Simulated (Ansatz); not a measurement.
**TiH2+ (doublet): wave-function methods side by side, def2-SVP**

Aim: climb from Hartree-Fock through coupled cluster for TiH2+ (doublet) at one geometry and basis, and see what each rung misses.

Method: def2-SVP, core rule «outside noble gas», up to 9 orbitals frozen; program: Ansatz 0.2.0, Gaussian basis.

The runs, in order: UHF; CCSD(T) on ROHF; CCSD(T) on UHF; CISD; CCSDT(Q) on ROHF; CCSDT(Q) on UHF; CISDTQ; Full CI.

12 further runs of the same task are left out: 6 for a known fault of the program, 2 that didn't finish, 4 set aside as unsound or not needed.

**1. The geometry**

The geometry is a PBE0/def2-TZVP stationary point (not a proven minimum) of the parent state, kept for this charge and spin.

3 atoms, charge 1, spin multiplicity 2.

Atoms are counted from 1 here; the program's logs count them from 0.

Bond lengths: Ti1–H2 1.847 Å, Ti1–H3 1.847 Å. Angles: H2–Ti1–H3 180.0°.

**2. UHF**

The input, in.yaml:

```yaml
crystal:
  periodic: [false, false, false]
  atoms:
    - {symbol: Ti, position_ang: [0.000000, 0.000000, 0.000000]}
    - {symbol: H, position_ang: [0.000000, 0.000000, -1.847400]}
    - {symbol: H, position_ang: [0.000000, 0.000000, 1.847400]}
basis:
  gaussian: {orbitals: def2-SVP}
total_charge: 1
magnetization: {spin_polarized: true, initial_magnetization: 1}
hamiltonian: {xc: hf}
output: {orbitals: {seedname: orbitals}}
```

Started as:

```console
> ansatz run in.yaml --threads 1 --pin off --events-out ev --progress --plain --max-ram 2393MiB
```

Further steps of the session: CCSD(T) on ROHF; CCSD(T) on UHF; CISD; CCSDT(Q) on ROHF; CCSDT(Q) on UHF; CISDTQ; Full CI.

Q: Predict the results of all the runs planned. Wanted: FCI below the RHF energy; RMP2 from FCI; UMP2 from FCI; RCCSD from FCI; RCCSD(T) from FCI; UCCSD(T) from FCI; RCCSDT(Q) from FCI; UCCSDT(Q) from FCI; T1 diagnostic.

As calculated:

| quantity | value |
| --- | --- |
| FCI below the RHF energy | -2.1326 eV |
| RMP2 from FCI | +644.4 meV |
| UMP2 from FCI | +589.8 meV |
| RCCSD from FCI | +67.7 meV |
| RCCSD(T) from FCI | +26.7 meV |
| UCCSD(T) from FCI | -14.7 meV |
| RCCSDT(Q) from FCI | +1.0 meV |
| UCCSDT(Q) from FCI | -40.9 meV |
| levels within 1 kcal/mol (43 meV) | UCCSD, RCCSD(T), UCCSD(T), RCCSDT, UCCSDT, CISDTQ, RCCSDT(Q), UCCSDT(Q) |
| T1 diagnostic | 0.046 |
| effectively unpaired electrons | 1.07 |

What this shows: RCCSD(T) misses by +26.7 meV, 1.3 % of the correlation energy. UCCSD(T), UCCSDT, UCCSDT(Q) lie below full CI because they start from a spin-mixed determinant and fall towards a lower state of higher spin; theirs is another state, not a better answer. The occupations are near whole numbers, but T1 = 0.046 shows that the orbitals relax strongly. Coupled cluster took another determinant than the lowest Hartree-Fock one. These misses are within one basis, not against nature; the frozen cores of restricted and unrestricted runs differ, which can shift their rows.
